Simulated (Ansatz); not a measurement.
# C6H16Cl2HfN2: how energies converge with the basis set

How large a basis does C6H16Cl2HfN2 need? Two functionals are run in growing sets.

Method: one geometry, several basis sets; program: Ansatz 0.2.0, Gaussian basis.

Plan: PBE0-D4/def2-SVP; ωB97M-V/def2-SVP; PBE0-D4/def2-QZVPP; ωB97M-V/def2-QZVPP; the functionals' def2-TZVPP values are taken from earlier runs.

**1. The geometry**

The geometry comes from an earlier relaxation with PBE0-D4 in a triple-zeta def2 set; it is a stationary point, not always the lowest conformer. Hf takes the def2 core potential; no spin-orbit term is included.

27 atoms, charge 0, spin multiplicity 1.

Atoms are counted from 1 here; the program's logs count them from 0.

Bond lengths: C1–C2 1.519 Å, C1–H12 1.092 Å, C1–H13 1.092 Å, C1–H14 1.092 Å, C2–N3 1.456 Å, C2–H15 1.100 Å, C2–H16 1.102 Å, N3–C4 1.441 Å, N3–Hf5 2.006 Å, C4–H17 1.097 Å, C4–H18 1.091 Å, C4–H19 1.099 Å, Hf5–Cl6 2.381 Å, Hf5–Cl7 2.372 Å, Hf5–N8 2.013 Å, N8–C9 1.452 Å, N8–C10 1.444 Å, C9–H20 1.099 Å and more. Angles: C2–C1–H12 111.6°, C2–C1–H13 110.5°, C2–C1–H14 110.3°, H12–C1–H13 108.4°, H12–C1–H14 107.6°, H13–C1–H14 108.3°, C1–C2–N3 114.4°, C1–C2–H15 110.3°, C1–C2–H16 108.4°, N3–C2–H15 109.4°, N3–C2–H16 108.8°, H15–C2–H16 105.1°, C2–N3–C4 114.4°, C2–N3–Hf5 112.9°, C4–N3–Hf5 132.6°, N3–C4–H17 112.3°, N3–C4–H18 110.2°, N3–C4–H19 111.2° and more.

Coordinates:

```xyz
27
charge 0, multiplicity 1
C     0.2568    2.1932    2.8724
C    -0.3057    2.3316    1.4678
N    -0.5639    1.0661    0.7960
C    -1.6473    0.3019    1.3604
Hf    0.6325    0.7632   -0.7856
Cl    0.1712    2.4933   -2.3549
Cl    2.8734    0.8787   -0.0163
N     0.0597   -1.0122   -1.5404
C    -1.2716   -0.9047   -2.1100
C     0.6073   -2.3414   -1.6817
C     1.9831   -2.4913   -1.0718
H    -0.4442    1.6849    3.5374
H     1.1899    1.6257    2.8560
H     0.4609    3.1782    3.2984
H    -1.2269    2.9327    1.4828
H     0.4075    2.9148    0.8633
H    -1.4324   -0.0344    2.3819
H    -1.8347   -0.5886    0.7580
H    -2.5743    0.8917    1.3940
H    -1.6815    0.1077   -1.9871
H    -1.2707   -1.1144   -3.1873
H    -1.9733   -1.5966   -1.6248
H    -0.0811   -3.0635   -1.2160
H     0.6463   -2.6076   -2.7491
H     1.9721   -2.2675   -0.0019
H     2.7078   -1.8258   -1.5465
H     2.3391   -3.5158   -1.1950
```

**2. PBE0-D4 in def2-SVP**

in.yaml

```yaml
crystal:
  periodic: [false, false, false]
  atoms:
    - {symbol: C, position_ang: [0.256848, 2.193233, 2.872447]}
    - {symbol: C, position_ang: [-0.305741, 2.331603, 1.467838]}
    - {symbol: N, position_ang: [-0.563891, 1.066116, 0.795981]}
    - {symbol: C, position_ang: [-1.647296, 0.301869, 1.360408]}
    - {symbol: Hf, position_ang: [0.632506, 0.763245, -0.785632]}
    - {symbol: Cl, position_ang: [0.171152, 2.493260, -2.354853]}
    - {symbol: Cl, position_ang: [2.873392, 0.878681, -0.016307]}
    - {symbol: N, position_ang: [0.059670, -1.012241, -1.540425]}
    - {symbol: C, position_ang: [-1.271591, -0.904741, -2.110005]}
    - {symbol: C, position_ang: [0.607264, -2.341364, -1.681719]}
    - {symbol: C, position_ang: [1.983123, -2.491258, -1.071825]}
    - {symbol: H, position_ang: [-0.444211, 1.684879, 3.537402]}
    - {symbol: H, position_ang: [1.189926, 1.625674, 2.856026]}
    - {symbol: H, position_ang: [0.460940, 3.178240, 3.298404]}
    - {symbol: H, position_ang: [-1.226868, 2.932710, 1.482841]}
    - {symbol: H, position_ang: [0.407466, 2.914757, 0.863290]}
    - {symbol: H, position_ang: [-1.432409, -0.034356, 2.381931]}
    - {symbol: H, position_ang: [-1.834692, -0.588561, 0.758012]}
    - {symbol: H, position_ang: [-2.574293, 0.891678, 1.393985]}
    - {symbol: H, position_ang: [-1.681501, 0.107705, -1.987132]}
    - {symbol: H, position_ang: [-1.270737, -1.114364, -3.187339]}
    - {symbol: H, position_ang: [-1.973279, -1.596605, -1.624760]}
    - {symbol: H, position_ang: [-0.081054, -3.063497, -1.215972]}
    - {symbol: H, position_ang: [0.646295, -2.607622, -2.749119]}
    - {symbol: H, position_ang: [1.972135, -2.267469, -0.001901]}
    - {symbol: H, position_ang: [2.707787, -1.825755, -1.546541]}
    - {symbol: H, position_ang: [2.339057, -3.515816, -1.195018]}
basis:
  gaussian: {orbitals: def2-SVP}
hamiltonian: {xc: pbe0, dispersion: d4}
output: {orbitals: {seedname: orbitals}}
```

On the command line:

```console
$ ansatz run in.yaml --threads 10 --pin off --events-out ev --progress --plain --max-ram 110592MiB --backend cpu
```

After this run come: ωB97M-V in def2-SVP; PBE0-D4 in def2-QZVPP; ωB97M-V in def2-QZVPP.

**Question.** What will the summary of the whole plan be? Wanted: PBE0-D4: double and triple zeta above quadruple; ωB97M-V: double and triple zeta above quadruple.

As calculated:

| quantity | value |
| --- | --- |
| PBE0-D4: double and triple zeta above quadruple | 20.44, 1.27 eV |
| ωB97M-V: double and triple zeta above quadruple | 20.89, 1.23 eV |

**Reading.** PBE0-D4 gains 19.16 eV from double to triple zeta, then 1.27 eV more. Total energies overstate the basis error of differences, where much of it tends to cancel. The LUMO of ωB97M-V is positive and keeps falling with the basis (1.42 to 0.88 eV): an unbound level that the basis holds in place.
